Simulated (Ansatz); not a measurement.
# PdC18: the cost of one run

All numbers below are computed with Ansatz 0.2.0 (DFT PBE, plane waves, PAW, scalar-relativistic, no spin polarisation).

### Step 1. The system as given

The cell holds 19 atoms (C18Pd): a = 7.398 Å, b = 7.398 Å, c = 13.000 Å, α = 90.00°, β = 90.00°, γ = 120.00°.

Structure file:

```cif
data_structure
_symmetry_space_group_name_H-M 'P 1'
_symmetry_Int_Tables_number 1
_cell_length_a 7.3980
_cell_length_b 7.3980
_cell_length_c 13.0000
_cell_angle_alpha 90.000
_cell_angle_beta 90.000
_cell_angle_gamma 120.000
_cell_volume 616.17
loop_
_atom_site_label
_atom_site_type_symbol
_atom_site_fract_x
_atom_site_fract_y
_atom_site_fract_z
_atom_site_occupancy
C1 C 0.00000 0.00000 0.07692 1
C2 C 0.22222 0.11111 0.07692 1
C3 C 0.00000 0.33333 0.07692 1
C4 C 0.22222 0.44444 0.07692 1
C5 C 0.00000 0.66667 0.07692 1
C6 C 0.22222 0.77778 0.07692 1
C7 C 0.33333 0.00000 0.07692 1
C8 C 0.55556 0.11111 0.07692 1
C9 C 0.33333 0.33333 0.07692 1
C10 C 0.55556 0.44444 0.07692 1
C11 C 0.33333 0.66667 0.07692 1
C12 C 0.55556 0.77778 0.07692 1
C13 C 0.66667 0.00000 0.07692 1
C14 C 0.88889 0.11111 0.07692 1
C15 C 0.66667 0.33333 0.07692 1
C16 C 0.88889 0.44444 0.07692 1
C17 C 0.66667 0.66667 0.07692 1
C18 C 0.88889 0.77778 0.07692 1
Pd1 Pd 0.81486 0.96806 0.23077 1
```

### Step 2. End point A

Contents of input.yaml:

```yaml
crystal:
  lattice:
    - [7.398, 0.0, 0.0]
    - [-3.699, 6.406856, 0.0]
    - [0.0, 0.0, 13.0]
  atoms:
    - { symbol: C, position: [0.0, 0.0, 0.0769231] }
    - { symbol: C, position: [0.2222222, 0.1111111, 0.0769231] }
    - { symbol: C, position: [0.0, 0.3333333, 0.0769231] }
    - { symbol: C, position: [0.2222222, 0.4444444, 0.0769231] }
    - { symbol: C, position: [0.0, 0.6666667, 0.0769231] }
    - { symbol: C, position: [0.2222222, 0.7777778, 0.0769231] }
    - { symbol: C, position: [0.3333333, 0.0, 0.0769231] }
    - { symbol: C, position: [0.5555556, 0.1111111, 0.0769231] }
    - { symbol: C, position: [0.3333333, 0.3333333, 0.0769231] }
    - { symbol: C, position: [0.5555556, 0.4444444, 0.0769231] }
    - { symbol: C, position: [0.3333333, 0.6666667, 0.0769231] }
    - { symbol: C, position: [0.5555556, 0.7777778, 0.0769231] }
    - { symbol: C, position: [0.6666667, 0.0, 0.0769231] }
    - { symbol: C, position: [0.8888889, 0.1111111, 0.0769231] }
    - { symbol: C, position: [0.6666667, 0.3333333, 0.0769231] }
    - { symbol: C, position: [0.8888889, 0.4444444, 0.0769231] }
    - { symbol: C, position: [0.6666667, 0.6666667, 0.0769231] }
    - { symbol: C, position: [0.8888889, 0.7777778, 0.0769231] }
    - { symbol: Pd, position: [0.8148569, 0.9680632, 0.2307692] }
basis:
  ecutwfc: 420.0
kpoints:
  mp_grid: { grid: [2, 2, 1] }
hamiltonian:
  xc: pbe
scf:
  occupations: { method: fermi_dirac, width: 0.05 }
  lower_state_search: "off"
relax:
  f_tol: 0.03
  max_steps: 60
  adjacent_minimum: "off"
```

Launch:

```bash
$ ansatz run input.yaml --threads 1 --pin off --max-ram 3072MiB --backend cpu --events-out ev --progress --plain --runs-dir out
```

Q: Estimate wall time and peak memory on 1 thread of Arm Neoverse V2, shared host.

About 61 s, with a peak of 0.69 GiB.
